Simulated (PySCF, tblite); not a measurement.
# C₅H₈BFSi: geometry, infrared bands and NMR shifts

Aim: predict the infrared bands and NMR shifts of C₅H₈BFSi (`C=C(C)C#C[SiH2]BF`).

Programs: tblite 0.8.0 and PySCF 2.14.0, with density-fitted response routines of our own. Each step states its level of theory. These are calculated values for one molecule in the gas phase, unless marked as measured. Atoms count from 0, in the outputs and in this text.

## (1) The molecule as given

16 atoms, charge 0, multiplicity 1; geometry from: force field or distance geometry start.

Bonds of the start (Å): C0–C1 1.32, C1–C2 1.48, C1–C3 1.44, C3–C4 1.21, C4–Si5 1.82, Si5–B6 1.93, B6–F7 1.47, C0–H8 1.08, C0–H9 1.11, C2–H10 1.11, C2–H11 1.12, C2–H12 1.12, Si5–H13 1.47, Si5–H14 1.48, B6–H15 1.20.

## (2) Optimising the geometry with GFN2-xTB

What the job is given:

```
{"job": {"kind": "relax", "xc": "GFN2-xTB", "basis": "xTB"}, "charge": 0, "multiplicity": 1}
C     -2.219700     1.205800     1.258600
C     -1.798500     0.258500     0.441000
C     -2.759300    -0.608600    -0.270700
C     -0.398000    -0.000600     0.217600
C      0.768700    -0.242400     0.030200
Si     2.519500    -0.606500    -0.309600
B      3.591700     0.339100     0.984400
F      4.751300    -0.370600     1.539800
H     -1.572500     1.864000     1.816600
H     -3.324600     1.296900     1.341700
H     -3.755500    -0.128300    -0.397500
H     -2.858600    -1.590600     0.252100
H     -2.291500    -0.823300    -1.260000
H      2.809200    -2.043000    -0.303000
H      2.833800    -0.063500    -1.655300
H      3.696500     1.522000     0.837500
```

On the command line:

```console
$ OMP_NUM_THREADS=1 python probes_run.py task.json out
```

One launch serves the whole session: the jobs run in the order shown.

**Question.** This job is followed by: GFN2-xTB harmonic vibrations, gas phase; GIAO PBE0/pcSseg-1 NMR shielding, non-relativistic, gas phase. Predict these results of the whole session: strongest single infrared mode (GFN2-xTB); zero-point energy (GFN2-xTB); ¹³C shifts against TMS (PBE0/pcSseg-1); ¹H shifts against TMS (PBE0/pcSseg-1, means over atoms taken as alike); ²⁹Si shifts against TMS (PBE0/pcSseg-1); ¹¹B shifts against BF3·OEt2 (PBE0/pcSseg-1); ¹⁹F shifts against CFCl3 (PBE0/pcSseg-1).

The runs gave:

| quantity | value |
| --- | --- |
| strongest single infrared mode (GFN2-xTB) | 2151 cm⁻¹, 421 km/mol |
| zero-point energy (GFN2-xTB) | 68.5 kcal/mol |
| ¹³C shifts against TMS (PBE0/pcSseg-1) | 134.9, 132.5, 118.5, 90.3, 26.6 ppm |
| ¹H shifts against TMS (PBE0/pcSseg-1, means over atoms taken as alike) | 6.43, 5.80, 5.73, 4.30, 2.02 ppm |
| ²⁹Si shifts against TMS (PBE0/pcSseg-1) | -107.4 ppm |
| ¹¹B shifts against BF3·OEt2 (PBE0/pcSseg-1) | 71.1 ppm |
| ¹⁹F shifts against CFCl3 (PBE0/pcSseg-1) | 66.6 ppm |

What this shows: The optimisation took 83 steps and gained 0.718 eV; among the close pairs (by a distance rule), B6–F7 changed most, from 1.469 to 1.317 Å. All 42 modes are real, so the xTB geometry is a minimum. The strongest single mode, at 2151 cm⁻¹, moves mainly H14. GFN2-xTB is a fitted tight-binding method: band positions and strengths are rough. Its intensities can rank the bands wrongly. C1 (fully substituted alkene carbon) lies farthest downfield among carbon, at 134.9 ppm; as expected for a trigonal carbon in a double bond. At PBE0/pcSseg-1: The largest span, 699 ppm, is at F7, where the paramagnetic term is -355 ppm.
